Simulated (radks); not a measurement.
# Ga²⁺ in [Ar] 3d9.5 4s1 4d0.5: an all-electron calculation

The task here is to estimate one member of a computed series from the others.

The numbers are computed with radks (a radial shooting solver on a logarithmic mesh, Libxc functionals) version 1 (non-relativistic Kohn-Sham, r2SCAN, spin-polarised, spherical densities, point nucleus; open shells are filled with parallel spins first), except any that are marked as measured or tabulated.

**What is computed**

```
element       : gallium (Z = 31)
charge        : +2
electrons     : 29
configuration : [Ar] 3d9.5 4s1 4d0.5
```

The first run:

Settings of this run:

```text
Z 31
configuration [Ar] 3d9.5 4s1 4d0.5
relativity non-relativistic
functional r2scan,r2scan
spin polarised
nucleus point
```

One table of the session follows, with a row left open; its other results are not shown here.

It belongs to the step «Orbitals and density». Sizes of the orbitals, from the radial functions (bohr):

| level | <r> | outermost maximum (interpolated) | 90 % within | nodes |
| --- | --- | --- | --- | --- |
| 1s up | 0.04944 | 0.0326 | 0.0880 | 0 |
| 1s down | 0.04944 | 0.0326 | 0.0880 | 0 |
| 2s up | 0.2212 | 0.186 | 0.342 | 1 |
| 2s down | 0.2212 | 0.186 | 0.342 | 1 |
| 2p up | 0.1922 | 0.148 | 0.313 | 0 |
| 2p down | 0.1922 | 0.148 | 0.313 | 0 |
| 3s up | 0.6592 | 0.572 | 0.986 | 2 |
| 3s down | 0.6596 | 0.572 | 0.986 | 2 |
| 3p up | 0.6796 | 0.570 | 1.04 | 1 |
| 3p down | 0.6796 | 0.570 | 1.04 | 1 |
| 3d up | 0.7718 | 0.531 | 1.31 | 0 |
| 3d down | 0.7660 | 0.532 | 1.29 | 0 |
| 4s up | 2.036 | 1.77 | 2.99 | 3 |
| 4s down | ? | ? | ? | ? |
| 4d up | 3.781 | 3.27 | 5.68 | 1 |

**Question.** Estimate the row for 4s down.

The run gave: <r>: 2.032; outermost maximum (interpolated): 1.76; 90 % within: 3.00; nodes: 3. In the column «<r>» it lies between 3d up (0.7718) and 4s up (2.036).
